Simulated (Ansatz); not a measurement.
**GaSb: how the settings move a single-point run**

How sensitive is a single-point run of GaSb to its settings? A reference run comes first, then six runs with altered input.

Method: reference: DFT, r2SCAN, plane waves, PAW, in Ansatz 0.2.0.

5 further runs of the same task are left out: 1 for a known fault of the program, 4 that didn't finish.

## Step 1: The system as given

Symmetry: F-43m, No. 216, cubic system. The conventional cell has a = 6.132 Å, b = 6.132 Å, c = 6.132 Å, α = 90.00°, β = 90.00°, γ = 90.00°. Ga (site symmetry -43m) has 4 Sb at 2.66 Å as nearest neighbours. Around Sb (site symmetry -43m) lie 4 Ga at 2.66 Å.

Coordinates:

```xyz
2
Lattice="0.0000 3.0659 3.0659 3.0659 0.0000 3.0659 3.0659 3.0659 0.0000" Properties=species:S:1:pos:R:3 pbc="T T T"
Ga    0.0000    0.0000    0.0000
Sb    1.5329    1.5329    1.5329
```

## Step 2: Baseline

The input, input.yaml:

```yaml
crystal:
  lattice:
    - [0.0, 3.0658787986, 3.0658787986]
    - [3.0658787986, 0.0, 3.0658787986]
    - [3.0658787986, 3.0658787986, 0.0]
  atoms:
    - { symbol: Ga, position: [0.0, 0.0, 0.0] }
    - { symbol: Sb, position: [0.25, 0.25, 0.25] }
kpoints:
  mp_grid: { grid: [6, 6, 6] }
hamiltonian:
  xc: r2scan
scf:
  occupations: { method: fermi_dirac, width: 0.02 }
  n_extra_bands: 4
output:
  forces: true
  stress: true
  eigenvalues: true
```

Started as:

```console
$ ansatz run input.yaml --threads 4 --pin off --max-ram 3686MiB --backend cpu --events-out ev --progress --plain --runs-dir out
```

## Step 3: Changing settings: ecutrho_ratio 12

input.yaml, as its differences from that of step 2:

```diff
@@ -15,2 +15,3 @@
   n_extra_bands: 4
+  max_iter: 90
 output:
@@ -19 +20,3 @@
   eigenvalues: true
+basis:
+  ecutrho_ratio: 12
```

## Step 4: Changing settings: dispersion d4

input.yaml, as its differences from that of step 2:

```diff
@@ -12,2 +12,3 @@
   xc: r2scan
+  dispersion: d4
 scf:
```

## Step 5: Changing settings: mp_grid.grid [3, 3, 3]

input.yaml, as its differences from that of step 2:

```diff
@@ -9,3 +9,3 @@
 kpoints:
-  mp_grid: { grid: [6, 6, 6] }
+  mp_grid: { grid: [3, 3, 3] }
 hamiltonian:
```

## Step 6: Changed: ecutrho_ratio 8

input.yaml, as its differences from that of step 2:

```diff
@@ -15,2 +15,3 @@
   n_extra_bands: 4
+  max_iter: 72
 output:
@@ -19 +20,3 @@
   eigenvalues: true
+basis:
+  ecutrho_ratio: 8
```

## Step 7: Changed: accuracy high

input.yaml, as its differences from that of step 2:

```diff
@@ -19 +19,2 @@
   eigenvalues: true
+accuracy: high
```

## Step 8: Variant: accuracy low

input.yaml, as its differences from that of step 2:

```diff
@@ -19 +19,2 @@
   eigenvalues: true
+accuracy: low
```

**Question.** What will these runs give? Wanted: for each run, ending; energy change; pressure; gap; force.

The runs gave:

```
                      run     ending                                     energy change  pressure (GPa)  gap (eV)  force (eV/Å)  cycles   time
                reference  converged                                                 0             0.0      0.41          0.00       6   11 s
      1: ecutrho_ratio 12  converged                                      0.0 meV/atom             0.0      0.41          0.00       6   24 s
         2: dispersion d4  converged  -141.3 meV/atom (offset of the dispersion model)            -0.7      0.41          0.00       6   11 s
3: mp_grid.grid [3, 3, 3]  converged                                   +274.3 meV/atom             0.9      0.41          0.00       7  7.9 s
       4: ecutrho_ratio 8  converged                                      0.0 meV/atom             0.0      0.41          0.00       6   16 s
         5: accuracy high  converged                                      0.0 meV/atom             0.0      0.41          0.00       8   16 s
          6: accuracy low  converged                                      0.0 meV/atom             0.0      0.41          0.00       6   11 s
```

Residual by cycle in the longest SCF loop of each run; runs are numbered as in the table. The quantity is the density residual dr2, in eV.

```
cycle  reference    run 1    run 2    run 3    run 4    run 5    run 6
    1     0.0141   0.0141   0.0141    0.027   0.0141   0.0141   0.0141
    2    0.00195  0.00195  0.00195  0.00396  0.00195  0.00195  0.00195
    3     5.3e-4   5.3e-4   5.3e-4  0.00115   5.3e-4   5.3e-4   5.3e-4
    4     2.3e-5   2.3e-5   2.3e-5   4.9e-5   2.3e-5   2.3e-5   2.3e-5
    5     6.7e-7   7.0e-7   6.7e-7   2.0e-6   7.0e-7   7.0e-7   6.7e-7
    6     2.1e-8   2.2e-8   2.1e-8   2.7e-7   2.2e-8   2.2e-8   2.1e-8
    7          -        -        -   5.5e-8        -   1.4e-9        -
    8          -        -        -        -        -  1.9e-11        -
```

Of the converged runs whose energies compare with the reference's, «mp_grid.grid [3, 3, 3]» moves the energy most (+274.3 meV/atom). Of the variants the dearest is «ecutrho_ratio 12» (24 s), the cheapest «mp_grid.grid [3, 3, 3]» (7.9 s), on a shared host.
